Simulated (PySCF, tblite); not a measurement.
**C5H6FNO3+ (doublet): geometry, infrared bands and EPR parameters**

Aim: predict the infrared bands and EPR parameters of C5H6FNO3+ (doublet) (`CC(=[O+])/N=C\[C@H](F)OC=O`).

Computed with tblite 0.8.0 and PySCF 2.14.0, with density-fitted response routines of our own, on a single molecule in the gas phase. Atoms are numbered from 0 throughout.

### 1 The molecule as given

16 atoms, charge 1, multiplicity 2; geometry from: force field or distance geometry start.

Bonds of the start (Å): C0–C1 1.49, C1–O2 1.27, C1–N3 1.42, N3–C4 1.30, C4–C5 1.48, C5–F6 1.36, C5–O7 1.42, O7–C8 1.36, C8–O9 1.25, C0–H10 1.14, C0–H11 1.10, C0–H12 1.13, C4–H13 1.10, C5–H14 1.12, C8–H15 1.08.

### 2 Geometry optimisation with GFN2-xTB

The job: settings as JSON, then the geometry in Å.

```
{"job": {"kind": "relax", "xc": "GFN2-xTB", "basis": "xTB"}, "charge": 1, "multiplicity": 2}
C     -2.858500     0.512000     0.336800
C     -1.421200     0.582800    -0.065000
O     -0.675700     1.458100     0.469100
N     -0.940700    -0.363700    -1.012100
C      0.169500    -0.969900    -0.721900
C      0.951100    -0.713500     0.503500
F      0.210400    -0.662700     1.642500
O      1.740300     0.443100     0.261000
C      3.098400     0.491400     0.136900
O      3.839500    -0.504600     0.239000
H     -3.517700     0.528300    -0.589600
H     -3.128800    -0.393900     0.895200
H     -3.183800     1.442100     0.895900
H      0.526000    -1.695400    -1.471800
H      1.631300    -1.602900     0.597000
H      3.552300     1.457900    -0.044900
```

On the command line:

```
> OMP_NUM_THREADS=1 python probes_run.py task.json out
```

One launch serves the whole session: the jobs run in the order shown.

**Question.** This job is followed by: GFN2-xTB harmonic vibrations, gas phase; UKS B3LYP, pcH-1 on C F H N O, non-relativistic, mean-field spin-orbit, GIAO. What will the session give for the following? strongest single infrared mode (GFN2-xTB); zero-point energy (GFN2-xTB); g(iso) (B3LYP); ⟨S²⟩; largest a(iso) (averaged by class).

As calculated:

```
                                 quantity                  value
strongest single infrared mode (GFN2-xTB)  2801 cm⁻¹, 348 km/mol
             zero-point energy (GFN2-xTB)          66.1 kcal/mol
                           g(iso) (B3LYP)                2.00507
                                     ⟨S²⟩     0.763 (exact 0.75)
       largest a(iso) (averaged by class)   1H on H13, 127.5 MHz
```

Over 153 steps the energy fell by 1.258 eV; of the close pairs, C1–O2 changed most, 1.268 to 1.188 Å. No mode is imaginary among the 42: a minimum at this level. The strongest single mode, at 2801 cm⁻¹, moves mainly H15. GFN2-xTB is a fitted tight-binding method: band positions and strengths are rough. Its intensities can rank the bands wrongly. The largest spin populations lie on O2 (0.50 e), N3 (0.37 e). The isotropic g lies 2.8 ppt above the free-electron value. These values are for one conformer; the search (at its own cheap level) found 2 more, at 0.33, 0.97 kcal/mol, and measured spectra average over such forms.
